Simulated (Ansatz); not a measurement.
# LaRuPO (P4/nmm): equation of state

How stiff is LaRuPO (P4/nmm)? Energies and pressures are computed at volumes on both sides of the relaxed cell and fitted.

Program: Ansatz 0.2.0. Level of theory: DFT r²SCAN, scalar-relativistic, plane waves, PAW. These are calculated values, not measurements.

## Step 1: The starting structure

The structure is tetragonal, space group P4/nmm (No. 129). Conventional cell: a = 4.045 Å, b = 4.045 Å, c = 8.514 Å, α = 90.00°, β = 90.00°, γ = 90.00°. Around La (site symmetry 4mm) lie 4 O at 2.37 Å. Around P (site symmetry 4mm) lie 4 Ru at 2.32 Å. Ru (site symmetry -4m2) has 4 P at 2.32 Å as nearest neighbours. O (site symmetry -4m2) has 4 La at 2.37 Å as nearest neighbours.

Coordinates:

```xyz
8
Lattice="4.0449 0.0000 0.0000 0.0000 4.0449 0.0000 0.0000 0.0000 8.5137" Properties=species:S:1:pos:R:3 pbc="T T T"
La    0.0000    2.0225    7.2809
La    2.0225    0.0000    1.2328
P     2.0225    0.0000    5.3999
P     0.0000    2.0225    3.1138
Ru    0.0000    0.0000    4.2568
Ru    2.0225    2.0225    4.2568
O     2.0225    2.0225    0.0000
O     0.0000    0.0000    0.0000
```

An earlier run at r²SCAN left this cell at 17.412 Å³/atom and 0.02 GPa (8×8×4 mesh).

Volume factors to run: 0.980, 1.020, 0.960, 1.040.

## Step 2: At 0.980 of the relaxed volume

The input, input.yaml:

```yaml
crystal:
  lattice:
    - [4.0177596218, 0.0, 0.0]
    - [0.0, 4.0177596218, 0.0]
    - [0.0, 0.0, 8.456529803]
  atoms:
    - { symbol: La, position: [0.0, 0.5, 0.8551959241] }
    - { symbol: La, position: [0.5, 0.0, 0.1448040759] }
    - { symbol: P, position: [0.5, 0.0, 0.6342645065] }
    - { symbol: P, position: [0.0, 0.5, 0.3657354935] }
    - { symbol: Ru, position: [0.0, 0.0, 0.5] }
    - { symbol: Ru, position: [0.5, 0.5, 0.5] }
    - { symbol: O, position: [0.5, 0.5, 0.0] }
    - { symbol: O, position: [0.0, 0.0, 0.0] }
basis:
  ecutwfc: 500
  ecutrho_ratio: 4
kpoints:
  mp_grid: { grid: [8, 8, 4] }
hamiltonian:
  xc: r2scan
scf:
  occupations: { method: gaussian, width: 0.05 }
output:
  forces: true
  stress: true
  eigenvalues: true
relax:
  f_tol: 0.01
  max_steps: 40
  cell: { stress_tol: 0.1, fix: [volume] }
```

On the command line:

```console
$ ansatz run input.yaml --threads 4 --pin off --max-ram 10240MiB --backend cpu --events-out ev --progress --plain --runs-dir out
```

Further steps of the session: At 1.020 of the relaxed volume; Scaling the volume by 0.960; Volume × 1.040.

Q: Predict the outcome of this session. Wanted: V0; B0; B0′; scatter of the fit.

The runs gave:

| quantity | value |
| --- | --- |
| V0 | 17.411 Å³/atom |
| B0 | 109 GPa |
| B0′ | 4.5 |
| scatter of the fit | 0.000 meV/atom |

In words: A third-order Birch–Murnaghan fit puts the minimum at 17.41 Å³/atom with a bulk modulus of 109 GPa. One per cent of compression takes about 1.1 GPa. These are values at 0 K without zero-point motion.
